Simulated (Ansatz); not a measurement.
**Sn started on a K site and Sn started on a K site in perovskite KTaO3, 40 atoms, charge 0**

Aim: let the atoms about the defect relax, then find its formation energy and its levels in the gap by PBEsol, HSE06 and r²SCAN.

All numbers are computed with Ansatz 0.2.0 (PAW, plane waves).

## Step 1: The system as built

40 atoms (2 Sn, 6 K, 8 Ta, 24 O); a = 7.971 Å, b = 7.971 Å, c = 7.971 Å, α = 90.00°, β = 90.00°, γ = 90.00°. All atoms were shaken off their sites by about 0.02 Å along each axis. Defect site 1: (0.500, 0.500, 0.500). Defect site 2: (0.000, 0.000, 0.000).

Plan of the steps: (2) PBEsol relaxation at the single k point (¼, ¼, ¼), on 8 threads of Intel Xeon 6975P-C; (3) HSE06 single point at the single k point (¼, ¼, ¼), on 8 threads of Intel Xeon 6975P-C; (4) r²SCAN single point at the single k point (¼, ¼, ¼), on 8 threads of Intel Xeon 6975P-C.

## Step 2: Relaxation of the positions (PBEsol)

Input file in.yaml:

```yaml
crystal:
  lattice:
    - [7.970878, 0.000000, 0.000000]
    - [0.000000, 7.970878, 0.000000]
    - [0.000000, 0.000000, 7.970878]
  atoms:
    - { symbol: Sn, position: [0.998358, 0.998798, 0.998888] }
    - { symbol: Sn, position: [0.500354, 0.504432, 0.496693] }
    - { symbol: K, position: [0.999560, 0.995603, 0.500196] }
    - { symbol: K, position: [0.001603, 0.501687, 0.003463] }
    - { symbol: K, position: [0.998573, 0.499519, 0.495876] }
    - { symbol: K, position: [0.496722, 0.999912, 0.002511] }
    - { symbol: K, position: [0.503142, 0.995544, 0.499816] }
    - { symbol: K, position: [0.501001, 0.499384, 0.999955] }
    - { symbol: Ta, position: [0.247932, 0.251752, 0.253325] }
    - { symbol: Ta, position: [0.250094, 0.253460, 0.748954] }
    - { symbol: Ta, position: [0.251889, 0.754475, 0.254364] }
    - { symbol: Ta, position: [0.248133, 0.754636, 0.747116] }
    - { symbol: Ta, position: [0.747542, 0.249393, 0.246252] }
    - { symbol: Ta, position: [0.748859, 0.249291, 0.748522] }
    - { symbol: Ta, position: [0.752697, 0.751982, 0.246670] }
    - { symbol: Ta, position: [0.753037, 0.750894, 0.750765] }
    - { symbol: O, position: [0.249666, 0.249055, 0.004666] }
    - { symbol: O, position: [0.249815, 0.251653, 0.493754] }
    - { symbol: O, position: [0.245730, 0.748633, 0.997241] }
    - { symbol: O, position: [0.254987, 0.750571, 0.503814] }
    - { symbol: O, position: [0.751625, 0.251976, 0.998842] }
    - { symbol: O, position: [0.755233, 0.250795, 0.501746] }
    - { symbol: O, position: [0.746730, 0.748586, 0.004103] }
    - { symbol: O, position: [0.752192, 0.748997, 0.498568] }
    - { symbol: O, position: [0.999803, 0.252309, 0.251481] }
    - { symbol: O, position: [0.003595, 0.248447, 0.748337] }
    - { symbol: O, position: [0.997498, 0.750795, 0.250593] }
    - { symbol: O, position: [0.995243, 0.744090, 0.752263] }
    - { symbol: O, position: [0.500923, 0.247334, 0.250933] }
    - { symbol: O, position: [0.499114, 0.250159, 0.754561] }
    - { symbol: O, position: [0.501459, 0.749870, 0.250248] }
    - { symbol: O, position: [0.504346, 0.748516, 0.750805] }
    - { symbol: O, position: [0.252474, 0.000009, 0.253683] }
    - { symbol: O, position: [0.254148, 0.998778, 0.749629] }
    - { symbol: O, position: [0.246073, 0.501266, 0.250276] }
    - { symbol: O, position: [0.251603, 0.499938, 0.748250] }
    - { symbol: O, position: [0.748025, 0.003741, 0.248378] }
    - { symbol: O, position: [0.751097, 0.998477, 0.748157] }
    - { symbol: O, position: [0.750103, 0.497695, 0.251787] }
    - { symbol: O, position: [0.751878, 0.497031, 0.751740] }
  symmetry: { detect: false }
kpoints:
  mp_grid: { grid: [1, 1, 1], shift: [0.25, 0.25, 0.25] }
hamiltonian:
  xc: pbesol
scf:
  occupations: { method: fermi_dirac, width: 0.01 }
relax:
  f_tol: 0.03
  max_steps: 80
  escape_saddle: false
  adjacent_minimum: "off"
output:
  forces: true
  eigenvalues: true
  populations: true
  write_density: true
  write_potential: true
  elf: true
  volumetric_format: npy
```

On the command line:

```sh
$ ansatz run in.yaml --threads 8 --pin off --max-ram 13300MiB --runs-dir r --events-out ev --progress --plain
```

After this run come: Single point with HSE06; r²SCAN single point.

Before running it: what results should come out? Wanted: for each run, formation energy; host gap; top filled to lowest empty.

The runs gave:

| level | time | formation energy (eV) | host gap (eV) | top filled to lowest empty (eV) |
| --- | --- | --- | --- | --- |
| PBEsol, relaxation | 26 s (8 CPU threads) | 6.93 | 1.79 | 0.12 |
| HSE06 | 44 s (8 CPU threads) | 8.14 | 3.28 | 0.39 |
| r²SCAN | 7.3 s (8 CPU threads) | 8.30 | 2.29 | 0.12 |

```
     quantity                              value
   relaxation  13 recorded steps, 0.75 eV gained
largest shift                       0.45 Å (Sn1)
```

**What this shows.** Relaxation gains 0.75 eV, with shifts up to 0.45 Å (Sn1). The formation energy goes from 6.93 eV (PBEsol) to 8.30 eV (r²SCAN). The reservoirs are the elements' reference phases; where the defect changes the composition, the value depends on that choice. r²SCAN shows no level inside the gap that the count of atoms sharing it marks as tightly localised. The HSE06 single point took about 6 times as long as the r²SCAN one on the same kind of device. The host's edges were read at Γ, so band-like levels at this k point need not coincide with them. One k point and a cell of this size can leave errors of several tenths of an eV.
